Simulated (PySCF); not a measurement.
# FeF₄ (-2): ligand-field states, part 1 of 2

What do calculations give for the ligand-field states of FeF₄ (-2)?

Programs: PySCF 2.14.0, with routines of our own; each step states its level. All values are computed. Atoms count from 0.

## 1. The starting structure

5 atoms, charge -2, states of the metal's open shell are computed; geometry from: model geometry, bond lengths from ionic radii.

## 2. Ligand-field states: state-averaged CASSCF in water

The job: settings as JSON, then the geometry in Å.

```
{"job": {"kind": "lf", "basis": {"metal": "x2c-TZVPall", "ligand": "x2c-SVPall"}, "nevpt": true, "solvent": "water"}, "charge": -2, "metal": "Fe", "open_shell": "d6"}
Fe     0.000000     0.000000     0.000000
F      1.131606     1.131606     1.131607
F     -1.131606    -1.131606     1.131607
F     -1.131606     1.131606    -1.131607
F      1.131606    -1.131606    -1.131607
```

Level: state-averaged CASSCF of the metal d shell, SC-NEVPT2 on the averaged canonical orbitals, state-interaction spin-orbit coupling.

On the command line:

```sh
OMP_NUM_THREADS=1 python lf_run.py task.json out
```

One launch serves the whole session: the jobs run in the order shown.

Log:

```text
basis functions 104, electrons 64, active (6e, 5o)
stage 1: DIIS on the effective Fock matrix, level shift 0.30
cycle   1  E = -1662.9208313328  dE = -1.663e+03  max|g| = 4.170e+00
cycle   2  E = -1667.4398434148  dE = -4.519e+00  max|g| = 2.238e+00
cycle   3  E = -1668.7924891593  dE = -1.353e+00  max|g| = 1.655e+00
cycle   4  E = -1669.3560601497  dE = -5.636e-01  max|g| = 2.061e-01
cycle   5  E = -1669.3813643609  dE = -2.530e-02  max|g| = 6.303e-02
cycle   6  E = -1669.3870896134  dE = -5.725e-03  max|g| = 2.388e-02
cycle   7  E = -1669.3892123742  dE = -2.123e-03  max|g| = 1.357e-02
cycle   8  E = -1669.3894228452  dE = -2.105e-04  max|g| = 5.639e-03
cycle   9  E = -1669.3894907830  dE = -6.794e-05  max|g| = 3.179e-03
cycle  10  E = -1669.3895111573  dE = -2.037e-05  max|g| = 1.404e-03
cycle  11  E = -1669.3895143491  dE = -3.192e-06  max|g| = 6.442e-04
cycle  12  E = -1669.3895153066  dE = -9.574e-07  max|g| = 3.542e-04
cycle  13  E = -1669.3895154599  dE = -1.533e-07  max|g| = 1.991e-04
cycle  14  E = -1669.3895155091  dE = -4.919e-08  max|g| = 8.147e-05
cycle  15  E = -1669.3895155205  dE = -1.144e-08  max|g| = 7.429e-05
cycle  16  E = -1669.3895155258  dE = -5.236e-09  max|g| = 4.592e-05
cycle  17  E = -1669.3895155280  dE = -2.233e-09  max|g| = 3.090e-05
cycle  18  E = -1669.3895155286  dE = -5.950e-10  max|g| = 2.280e-05
cycle  19  E = -1669.3895155289  dE = -3.336e-10  max|g| = 1.602e-05
cycle  20  E = -1669.3895155291  dE = -1.562e-10  max|g| = 1.124e-05
cycle  21  E = -1669.3895155291  dE = -7.026e-11  max|g| = 8.331e-06
converged average energy = -1669.3895155291

 mult deg   label        CASSCF/cm-1   NEVPT2/cm-1
   5   2   5E                  0.0           0.0
   5   3   5T2              3454.8        4065.2
   3   3   3T1             20000.5       17979.1
   3   2   3E              21895.6       20770.5
   3   3   3T1             23222.8       20909.3
   3   3   3T2             23251.8       21833.7
   3   1   3A2             25519.5       22830.5
   3   3   3T1             25855.1       24526.7
   3   1   3A1             27266.3       24993.6
   3   3   3T2             26928.8       25168.8
   3   2   3E              28629.9       26682.9
   3   3   3T1             29013.3       27115.4
   3   3   3T1             30050.0       28288.3
   1   3   1T2             30940.4       28488.3
   1   2   1E              30872.0       28656.2
   3   3   3T2             31338.7       29832.6
   1   3   1T2             33198.8       30993.6
   1   1   1A2             32809.0       31185.1
   1   1   1A1             33598.8       31359.7
   1   3   1T1             33981.4       32071.8
   3   2   3E              36215.3       32654.1
   3   3   3T2             37617.0       34177.9
   1   2   1E              36725.5       34640.3
   1   3   1T2             35908.9       34710.0
   1   2   1E              42046.8       35929.3
   1   1   1A1             39369.3       37195.3
   1   3   1T1             39388.2       38203.4
   1   3   1T2             46038.6       40429.9
   1   1   1A1             44091.0       42108.1
   1   3   1T1             50886.1       45442.7
   1   3   1T2             51427.1       46046.5
   1   1   1A2             51729.7       46469.4
   3   3   3T1             59039.7       51685.4
   3   3   3T2             60469.5       53785.5
   3   1   3A2             60715.0       53902.0
   3   3   3T1             61687.6       54391.8
   1   1   1A1             65646.4       57838.4
   1   3   1T1             66650.2       58972.3
   1   2   1E              67519.3       60005.4
   1   3   1T2             70072.1       62979.0
   1   3   1T2             90284.6       79322.5
   1   2   1E              91890.3       81150.7
   1   1   1A1            117174.8      102123.0

spin-orbit levels / cm-1
      0.00  x1  5E 0.99
     16.42  x3  5E 0.99
     32.78  x2  5E 0.99
     53.17  x3  5E 1.00
     73.92  x1  5E 1.00
   3844.72  x3  5T2 1.00
   4048.47  x3  5T2 1.00
   4059.59  x2  5T2 0.99
   4330.16  x3  5T2 1.00
   4346.10  x3  5T2 0.99
   4364.45  x1  5T2 0.99
  17986.96  x1  3T1 0.99
  18006.14  x3  3T1 0.99
  18023.20  x3  3T1 0.99
  18031.11  x2  3T1 0.99
  20601.20  x3  3T1 0.96 3E 0.03
  20609.56  x2  3T1 0.99
  20812.82  x3  3E 0.99
  20815.63  x3  3E 0.96 3T1 0.03
  21373.32  x2  3T1 0.99
  21373.36  x1  3T1 0.99
  21723.89  x1  3T2 1.00
  21730.48  x1  3T1 0.98
  21789.23  x3  3T2 0.98
  21901.69  x1  3T2 0.98
  21901.70  x1  3T2 0.98
  21995.06  x1  3T2 0.99
  21995.09  x2  3T2 0.99
  22864.72  x3  3A2 0.97
```

Wall time 9.2 s (1 thread of Arm Neoverse V1, shared host); peak memory 0.26 GiB.

From this job:

| quantity | value |
| --- | --- |
| spin-orbit constant ζ | 400 cm⁻¹ |

Powder susceptibility:

| T (K) | χT (cm³ K/mol) | μ(eff) |
| --- | --- | --- |
| 2 | 0.602 | 2.19 |
| 5 | 1.477 | 3.44 |
| 10 | 2.427 | 4.41 |
| 20 | 3.031 | 4.92 |
| 30 | 3.202 | 5.06 |
| 50 | 3.299 | 5.14 |
| 75 | 3.328 | 5.16 |
| 100 | 3.337 | 5.17 |
| 150 | 3.346 | 5.17 |
| 200 | 3.354 | 5.18 |
| 250 | 3.363 | 5.19 |
| 300 | 3.372 | 5.19 |

## 3. Ligand-field states: state-averaged CASSCF (bond length × 0.92) in water

The job: settings as JSON, then the geometry in Å.

```
{"job": {"kind": "lf", "basis": {"metal": "x2c-TZVPall", "ligand": "x2c-SVPall"}, "nevpt": true, "solvent": "water", "reuse": true}, "charge": -2, "metal": "Fe", "open_shell": "d6"}
Fe     0.000000     0.000000     0.000000
F      1.041078     1.041078     1.041078
F     -1.041078    -1.041078     1.041078
F     -1.041078     1.041078    -1.041078
F      1.041078    -1.041078    -1.041078
```

Method: state-averaged CASSCF of the metal d shell, SC-NEVPT2 on the averaged canonical orbitals, state-interaction spin-orbit coupling.

Log:

```text
basis functions 104, electrons 64, active (6e, 5o)
start from the orbitals of the previous structure
stage 1: DIIS on the effective Fock matrix, level shift 0.30
cycle   1  E = -1668.0879402307  dE = -1.668e+03  max|g| = 2.427e+00
cycle   2  E = -1669.2931523953  dE = -1.205e+00  max|g| = 2.891e-01
cycle   3  E = -1669.3425462592  dE = -4.939e-02  max|g| = 6.713e-02
cycle   4  E = -1669.3470089496  dE = -4.463e-03  max|g| = 4.611e-02
cycle   5  E = -1669.3492814343  dE = -2.272e-03  max|g| = 1.878e-02
cycle   6  E = -1669.3496327622  dE = -3.513e-04  max|g| = 1.214e-02
cycle   7  E = -1669.3497416749  dE = -1.089e-04  max|g| = 7.532e-03
cycle   8  E = -1669.3498006169  dE = -5.894e-05  max|g| = 4.412e-03
cycle   9  E = -1669.3498131863  dE = -1.257e-05  max|g| = 2.366e-03
cycle  10  E = -1669.3498166835  dE = -3.497e-06  max|g| = 1.284e-03
cycle  11  E = -1669.3498173220  dE = -6.386e-07  max|g| = 6.562e-04
cycle  12  E = -1669.3498174860  dE = -1.639e-07  max|g| = 3.332e-04
cycle  13  E = -1669.3498175364  dE = -5.045e-08  max|g| = 1.706e-04
cycle  14  E = -1669.3498175494  dE = -1.294e-08  max|g| = 8.541e-05
cycle  15  E = -1669.3498175522  dE = -2.826e-09  max|g| = 4.236e-05
cycle  16  E = -1669.3498175532  dE = -9.713e-10  max|g| = 2.037e-05
cycle  17  E = -1669.3498175535  dE = -3.788e-10  max|g| = 9.268e-06
converged average energy = -1669.3498175535

 mult deg   label        CASSCF/cm-1   NEVPT2/cm-1
   5   2   5E                  0.0           0.0
   5   3   5T2              5074.6        5755.1
   3   3   3T1             18355.6       15921.4
   3   3   3T1             22784.6       20315.5
   3   2   3E              21717.2       20481.0
   3   3   3T2             23132.7       21338.0
   3   1   3A2             25620.8       22820.4
   3   1   3A1             26988.2       24539.6
   3   3   3T1             27086.5       26027.8
   1   3   1T2             29400.6       26501.6
   3   3   3T2             28009.6       26566.9
   1   2   1E              29333.8       26667.5
   3   2   3E              28808.0       26745.8
   3   3   3T1             29937.2       27905.6
   1   3   1T2             32629.8       30342.8
   1   1   1A1             33108.5       30419.8
   1   1   1A2             32650.7       30854.9
   3   3   3T1             32647.3       31116.0
   3   3   3T2             33027.8       31499.6
   1   3   1T1             33900.1       31766.3
   3   2   3E              36311.6       32760.4
   3   3   3T2             38118.6       34553.1
   1   2   1E              37536.6       35236.4
   1   2   1E              41382.8       35614.5
   1   3   1T2             37117.5       35963.3
   1   1   1A1             40478.9       38020.7
   1   3   1T1             41797.3       40676.1
   1   3   1T2             47136.9       41580.2
   1   1   1A1             47062.4       45427.5
   1   3   1T1             51013.0       45537.0
   1   3   1T2             51807.3       46327.1
   1   1   1A2             52116.3       46834.9
   3   3   3T1             58453.9       50869.8
   3   1   3A2             60920.1       53892.5
   3   3   3T2             60912.1       54234.8
   3   3   3T1             62332.8       54992.8
   1   1   1A1             64838.0       57097.7
   1   3   1T1             66119.5       58307.2
   1   2   1E              67411.8       59763.3
   1   3   1T2             71330.8       64197.1
   1   3   1T2             89511.3       78205.1
   1   2   1E              91687.4       80627.8
   1   1   1A1            116294.3      100773.7

spin-orbit levels / cm-1
      0.00  x1  5E 0.99
     13.55  x3  5E 0.99
     27.02  x2  5E 1.00
     43.16  x3  5E 1.00
     59.44  x1  5E 1.00
   5530.22  x3  5T2 1.00
   5722.68  x3  5T2 1.00
   5728.56  x2  5T2 0.99
   5992.40  x3  5T2 1.00
   6001.56  x3  5T2 1.00
   6012.40  x1  5T2 0.99
  15900.10  x3  3T1 0.99
  15919.26  x2  3T1 0.99
  16003.30  x3  3T1 0.99
  16008.18  x1  3T1 0.99
  20029.94  x3  3T1 0.98
  20042.37  x2  3T1 0.99
  20508.60  x3  3E 0.96
  20513.75  x3  3E 0.98
  20738.51  x3  3T1 0.96
  21072.12  x1  3T1 0.99
  21221.66  x1  3T2 1.00
  21278.95  x3  3T2 0.98
  21399.61  x2  3T2 0.98
  21496.76  x3  3T2 0.99
  22845.63  x3  3A2 0.98
```

It took 5.5 s on 1 thread of Arm Neoverse V1, shared host; peak memory 0.26 GiB.

Key values:

| quantity | value |
| --- | --- |
| spin-orbit constant ζ | 392 cm⁻¹ |

Powder susceptibility:

| T (K) | χT (cm³ K/mol) | μ(eff) |
| --- | --- | --- |
| 2 | 0.694 | 2.36 |
| 20 | 2.999 | 4.90 |
| 100 | 3.226 | 5.08 |
| 300 | 3.253 | 5.10 |

## 4. Ligand-field states: state-averaged CASSCF (bond length × 0.96) in water

The job: settings as JSON, then the geometry in Å.

```
{"job": {"kind": "lf", "basis": {"metal": "x2c-TZVPall", "ligand": "x2c-SVPall"}, "nevpt": true, "solvent": "water", "reuse": true}, "charge": -2, "metal": "Fe", "open_shell": "d6"}
Fe     0.000000     0.000000     0.000000
F      1.086342     1.086342     1.086343
F     -1.086342    -1.086342     1.086343
F     -1.086342     1.086342    -1.086343
F      1.086342    -1.086342    -1.086343
```

With the program's defaults for keys left out, this is: state-averaged CASSCF of the metal d shell, SC-NEVPT2 on the averaged canonical orbitals, state-interaction spin-orbit coupling.

Log:

```text
basis functions 104, electrons 64, active (6e, 5o)
start from the orbitals of the previous structure
stage 1: DIIS on the effective Fock matrix, level shift 0.30
cycle   1  E = -1668.9920610866  dE = -1.669e+03  max|g| = 1.471e+00
cycle   2  E = -1669.3636817510  dE = -3.716e-01  max|g| = 1.646e-01
cycle   3  E = -1669.3779881625  dE = -1.431e-02  max|g| = 3.682e-02
cycle   4  E = -1669.3791991607  dE = -1.211e-03  max|g| = 1.393e-02
cycle   5  E = -1669.3797445167  dE = -5.454e-04  max|g| = 9.610e-03
cycle   6  E = -1669.3798084599  dE = -6.394e-05  max|g| = 6.084e-03
cycle   7  E = -1669.3798716446  dE = -6.318e-05  max|g| = 3.896e-03
cycle   8  E = -1669.3799026567  dE = -3.101e-05  max|g| = 2.362e-03
cycle   9  E = -1669.3799098583  dE = -7.202e-06  max|g| = 1.344e-03
cycle  10  E = -1669.3799107917  dE = -9.334e-07  max|g| = 7.336e-04
cycle  11  E = -1669.3799109879  dE = -1.962e-07  max|g| = 3.861e-04
cycle  12  E = -1669.3799110418  dE = -5.392e-08  max|g| = 1.958e-04
cycle  13  E = -1669.3799110658  dE = -2.398e-08  max|g| = 9.968e-05
cycle  14  E = -1669.3799110739  dE = -8.101e-09  max|g| = 4.998e-05
cycle  15  E = -1669.3799110762  dE = -2.310e-09  max|g| = 3.127e-05
cycle  16  E = -1669.3799110771  dE = -8.285e-10  max|g| = 2.086e-05
cycle  17  E = -1669.3799110774  dE = -3.540e-10  max|g| = 1.250e-05
cycle  18  E = -1669.3799110775  dE = -1.157e-10  max|g| = 7.556e-06
converged average energy = -1669.3799110775

 mult deg   label        CASSCF/cm-1   NEVPT2/cm-1
   5   2   5E                  0.0           0.0
   5   3   5T2              4176.2        4822.7
   3   3   3T1             19298.1       17079.3
   3   3   3T1             23051.7       20633.4
   3   2   3E              21823.0       20650.1
   3   3   3T2             23234.5       21633.3
   3   1   3A2             25566.1       22833.0
   3   1   3A1             27143.6       24796.2
   3   3   3T1             26393.8       25241.6
   3   3   3T2             27394.9       25801.4
   3   2   3E              28718.8       26728.7
   3   3   3T1             29419.8       27454.3
   1   3   1T2             30279.4       27620.3
   1   2   1E              30224.1       27815.4
   3   3   3T1             31190.0       29561.8
   3   3   3T2             32090.8       30583.7
   1   3   1T2             32954.4       30718.6
   1   1   1A1             33411.7       30972.9
   1   1   1A2             32743.6       31047.8
   1   3   1T1             33964.2       31954.3
   3   2   3E              36253.0       32694.3
   3   3   3T2             37857.8       34371.9
   1   2   1E              37105.5       34966.3
   1   3   1T2             36445.4       35280.3
   1   2   1E              41726.7       35724.2
   1   1   1A1             39907.1       37562.7
   1   3   1T1             40470.7       39344.9
   1   3   1T2             46537.6       40963.3
   1   1   1A1             45397.2       43684.8
   1   3   1T1             50934.8       45471.7
   1   3   1T2             51591.8       46172.1
   1   1   1A2             51906.7       46637.9
   3   3   3T1             58777.7       51310.0
   3   1   3A2             60815.4       53909.9
   3   3   3T2             60642.6       53951.7
   3   3   3T1             61967.1       54656.0
   1   1   1A1             65243.4       57421.3
   1   3   1T1             66405.1       58659.6
   1   2   1E              67466.9       59892.0
   1   3   1T2             70618.6       63508.4
   1   3   1T2             89935.9       78816.3
   1   2   1E              91811.8       80927.0
   1   1   1A1            116782.5      101514.5

spin-orbit levels / cm-1
      0.00  x1  5E 0.99
     14.89  x3  5E 0.99
     29.70  x2  5E 0.99
     47.77  x3  5E 1.00
     66.07  x1  5E 1.00
   4598.21  x3  5T2 1.00
   4797.21  x3  5T2 1.00
   4805.50  x1  5T2 0.99
   4805.51  x1  5T2 0.99
   5074.18  x3  5T2 1.00
   5086.51  x3  5T2 0.99
   5100.93  x1  5T2 0.99
  17081.00  x3  3T1 0.99
  17102.87  x2  3T1 0.99
  17123.75  x1  3T1 0.99
  17141.00  x3  3T1 0.99
  20329.96  x3  3T1 0.97
  20340.02  x2  3T1 0.99
  20685.49  x3  3E 0.99
  20688.76  x3  3E 0.98
  21085.33  x2  3T1 0.98
  21085.34  x1  3T1 0.98
  21442.88  x1  3T1 0.98
  21519.86  x1  3T2 1.00
  21581.32  x3  3T2 0.98
  21698.62  x2  3T2 0.98
  21793.36  x3  3T2 0.99
  22864.54  x3  3A2 0.98
```

Wall time 5.6 s (1 thread of Arm Neoverse V1, shared host); peak memory 0.27 GiB.

In short:

| quantity | value |
| --- | --- |
| spin-orbit constant ζ | 397 cm⁻¹ |

Powder susceptibility:

| T (K) | χT (cm³ K/mol) | μ(eff) |
| --- | --- | --- |
| 2 | 0.647 | 2.27 |
| 20 | 3.015 | 4.91 |
| 100 | 3.277 | 5.12 |
| 300 | 3.308 | 5.14 |

(Continued in part 2 of 2.)
